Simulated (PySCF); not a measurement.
# SbH+: from the state search to spectroscopic constants

One job finds the state of SbH+, follows it along the bond with each method and fits the curves.

The runs use PySCF 2.14.0; Sb def2-TZVPPD with ECP28, H def2-TZVPPD, scalar-relativistic core potentials.

## (1) The job

The job is set up so:

| Quantity | Value |
| --- | --- |
| atoms | Sb, H |
| charge | 1 |
| basis | Sb def2-TZVPPD with ECP28, H def2-TZVPPD |
| Hamiltonian | scalar-relativistic core potentials |
| basis functions | 73 |
| electrons treated | 23 |
| masses in u | 120.9038, 1.0078 |
| levels | PBE0, PBE, r²SCAN, PBEsol, TPSS, M06-2X, r²SCAN0, BHandHLYP, ωB97X, HF, MP2, SCS-MP2, CCSD, CCSD(T) |
| grid | 80 radial by 434 angular points |
| occupations | held fixed by the projection of orbital angular momentum |
| dissociation limit | Sb+ + H, each in its ground configuration |
| starting distance in angstrom | 1.785 |
| values of 2S to try | 1, 3 |

On the command line:

```
$ OMP_NUM_THREADS=1 python dia.py task.json out
```

After this run come: PBE0 along the bond; Other states along the same grid; PBE (GGA); r²SCAN (meta-GGA); PBEsol; TPSS; M06-2X; r²SCAN0 (hybrid meta-GGA); BHandHLYP (global hybrid GGA); ωB97X (range-separated hybrid); UHF (mean field); Correlated methods on the Hartree–Fock reference.

**Question.** What will these runs give? Wanted: for each run, Re; ωe; De; μ.

**Answer**, as computed:

Lowest PBE0 solution found, without spin–orbit coupling: ²Π (doublet), unpaired electrons π ↑. State 2 has its PBE0 minimum 1.83 eV higher. The other levels ran on the lowest alone.

| level | Re (Å) | ωe (cm⁻¹) | De (eV) | μ (D) |
| --- | --- | --- | --- | --- |
| UHF | 1.694 | 2115 | 1.78 | 0.48 |
| UHF-MP2 | 1.689 | 2076 | 2.51 | n/a |
| UHF-SCS-MP2 | 1.692 | 2065 | 2.63 | n/a |
| UHF-CCSD | 1.698 | 2022 | 2.71 | n/a |
| UHF-CCSD(T) | 1.701 | 2000 | 2.74 | n/a |
| PBE | 1.730 | 1910 | 2.78 | 0.33 |
| PBEsol | 1.728 | 1915 | 2.92 | 0.40 |
| TPSS | 1.720 | 1959 | 2.92 | 0.31 |
| r²SCAN | 1.712 | 1980 | 2.79 | 0.39 |
| PBE0 | 1.713 | 1992 | 2.72 | 0.39 |
| r²SCAN0 | 1.702 | 2031 | 2.73 | 0.42 |
| BHandHLYP | 1.700 | 2051 | 2.75 | 0.38 |
| M06-2X | 1.707 | 2021 | 2.47 | 0.43 |
| ωB97X | 1.704 | 2044 | 2.92 | 0.38 |

De is counted to Sb+ + H in their ground configurations. A positive dipole points from Sb to H; in an ion it is taken about the centre of mass and does not tell which atom is negative.

Differences from CCSD(T) in the same basis:

| level | Re (mÅ) | ωe (%) |
| --- | --- | --- |
| UHF | -7 | +5.7 |
| UHF-MP2 | -13 | +3.8 |
| UHF-SCS-MP2 | -9 | +3.2 |
| UHF-CCSD | -3 | +1.1 |
| PBE | +29 | -4.5 |
| PBEsol | +27 | -4.3 |
| TPSS | +19 | -2.1 |
| r²SCAN | +11 | -1.0 |
| PBE0 | +11 | -0.4 |
| r²SCAN0 | +1 | +1.5 |
| BHandHLYP | -1 | +2.5 |
| M06-2X | +6 | +1.0 |
| ωB97X | +3 | +2.2 |

**Reading.** Judged by CCSD(T) in the same basis: best bond length r²SCAN0 and BHandHLYP (1 mÅ off), worst PBE (+29 mÅ); best wavenumber PBE0 (-0.4 %), worst UHF (+5.7 %). Hartree–Fock makes the bond too short and too stiff against this reference, as it mostly does. PBE gives a bond that is too long and too soft, as GGAs tend to. Of the levels with a De here, UHF gives the least (1.78 eV) and ωB97X the most (2.92 eV).

Correlated steps freeze 4 core orbitals. These are scalar-relativistic numbers at best; spin–orbit coupling would shift them, the dissociation energy most. With spin–orbit coupling the term label itself may not hold.
